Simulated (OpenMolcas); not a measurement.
# Ir⁶⁺ among point charges: CASSCF and CASPT2 levels and susceptibility

How does a field of 4 point charges split the states of Ir⁶⁺, and what χT follows?

Program: OpenMolcas 26.06. Level of theory: state-averaged CASSCF and CASPT2, spin-orbit coupling by RASSI with atomic mean-field integrals. These are calculated values, not measurements, unless marked.

## 1. What is computed

* Species: Ir⁶⁺ (iridium, Z = 77, 71 electrons)
* Basis: ANO-RCC-VDZP [7s6p4d2f], 59 functions
* Scalar Hamiltonian: DKH2, point nucleus
* Inactive shells: 1s 2s 2p 3s 3p 3d 4s 4p 4d 4f 5s 5p
* Active space: 3 electrons in 5 orbitals (5d)
* Some configurations of this space: 5d³
* Orbitals: optimised for each spin and parity, averaged over all roots

Outer shells as boxes (Hund's rule):

5d3
```
5d [↑ ][↑ ][↑ ][  ][  ]
```

The ion sits among 4 point charges of -1 e arranged as a tetrahedron (Td), 1.94 Å from the ion.

Each step is its own input file, run in one work folder so that later steps find the files of earlier ones. Labels, J, g values, rates, χT and fits are worked out afterwards by a script from the matrices that RASSI stores.

## 2. Basis and integrals

File a.inp:

```
&GATEWAY
Coord
1

Ir 0.0 0.0 0.0
Basis=ANO-RCC-VDZP
Group=NoSym
NoMove
AngMom=0.0 0.0 0.0
AMFI
XField
4 Angstrom 0
1.120060 1.120060 1.120060 -1.000000
1.120060 -1.120060 -1.120060 -1.000000
-1.120060 1.120060 -1.120060 -1.000000
-1.120060 -1.120060 1.120060 -1.000000
&SEWARD
```

Command:

```console
$ OMP_NUM_THREADS=1 MOLCAS_MEM=1689 MOLCAS_PROJECT=a pymolcas a.inp > a.log
```

## 3. Reference wave functions, quartets, 10 roots

File a.inp:

```
&RASSCF
FileOrb=start.orb
Symmetry=1
Spin=4
nActEl=3 0 0
Inactive=34
Ras2=5
CIRoot=10 10 1
SDav=10
CIMx=300
Iter=120 100
PrWF=0.3
OrbListing=Nothing
MaxOrb=0
>>> COPY $Project.JobIph JOB001
```

start.orb holds the contracted functions of the basis, ordered by shell, or the orbitals of the step before.

## 4. CASSCF: doublets, 40 roots

File a.inp:

```
&RASSCF
FileOrb=start.orb
Symmetry=1
Spin=2
nActEl=3 0 0
Inactive=34
Ras2=5
CIRoot=40 40 1
SDav=40
CIMx=300
Iter=120 100
PrWF=0.3
OrbListing=Nothing
MaxOrb=0
>>> COPY $Project.JobIph JOB002
```

## 5. RASSI: spin-orbit coupling between the states

File a.inp:

```
&RASSI
NrOfJobIphs=2 10 40
1 2 3 4 5 6 7 8 9 10
1 2 3 4 5 6 7 8 9 10 11 12 13 14 15 16 17 18 19 20 21 22 23 24 25 26 27
28 29 30 31 32 33 34 35 36 37 38 39 40
IphNames
JOB001
JOB002
EJob
SpinOrbit
DIPRint=1.0
SOCoupling=1000.0
Subsets=2
Property=9
'ANGMOM' 1 'ANGMOM' 2 'ANGMOM' 3 'MLTPL  1' 1 'MLTPL  1' 2 'MLTPL  1' 3
'AMFI' 1 'AMFI' 2 'AMFI' 3
SOProperty=3
'ANGMOM' 1 'ANGMOM' 2 'ANGMOM' 3
```

## 6. CASPT2: IPEA 0.25, imaginary shift 0.1 (closed shells correlated: 4f 5s 5p)

File a.inp:

```
>>> COPY JOB001 $Project.JobIph
&CASPT2
Multistate=10 1 2 3 4 5 6 7 8 9 10
NoMult
Frozen=23
IPEA=0.25
Imaginary=0.1
MaxIter=60
WThr=0.0 0.3 0.05
PrWF=0.5
NoMix
>>> COPY JOB002 $Project.JobIph
&CASPT2
Multistate=40 1 2 3 4 5 6 7 8 9 10 11 12 13 14 15 16 17 18 19 20 21 22
23 24 25 26 27 28 29 30 31 32 33 34 35 36 37 38 39 40
NoMult
Frozen=23
IPEA=0.25
Imaginary=0.1
MaxIter=60
WThr=0.0 0.3 0.05
PrWF=0.5
NoMix
```

(Steps that only read results are left out.)

Before running it: what results should come out? Wanted: spin-free ground state; first state of the same spin within the active space; lowest level; next level.

The runs gave:

| quantity | value |
| --- | --- |
| method | SS-CASPT2, IPEA 0.25, imaginary shift 0.1 (closed shells correlated: 4f 5s 5p) |
| spin-free ground state | 4T1, 3-fold in its orbital part |
| first state of the same spin within the active space | 4T2 at 1250 cm⁻¹ |
| lowest level | 4-fold Γ8 |
| next level | 7740.8 cm⁻¹ |
| χT at 300 K | 0.13 cm³ K/mol |
| effective moment at 300 K | 1.01 μB |

Cost by method:

```
                                                 method  time of its own steps  time with the reference
                                              A. CASSCF                   12 s                     12 s
B. SS-CASPT2, IPEA 0.25, imaginary shift 0.1, +4f 5s 5p                   12 s                     23 s
```

Times are of one thread on a shared host.

In words: The spin-free ground state (4T1) comes to 100 % from free-ion F terms and keeps the highest spin of the shell. χT at 300 K is 0.13, against 1.88 cm³ K/mol for the spin alone, so spin-orbit coupling lowers it. A ligand-field fit to the states below 45000 cm-1 gives 10Dq = -1734 cm-1, B = 873 cm-1 and C = 3789 cm-1 (C/B = 4.34), with a deviation of 396 cm-1. CASPT2 does not keep the components of a term degenerate, and the means are used. The field of point charges can differ much from that of real complexes. Point charges carry no covalency, so the field is a model and not that of real ligands.
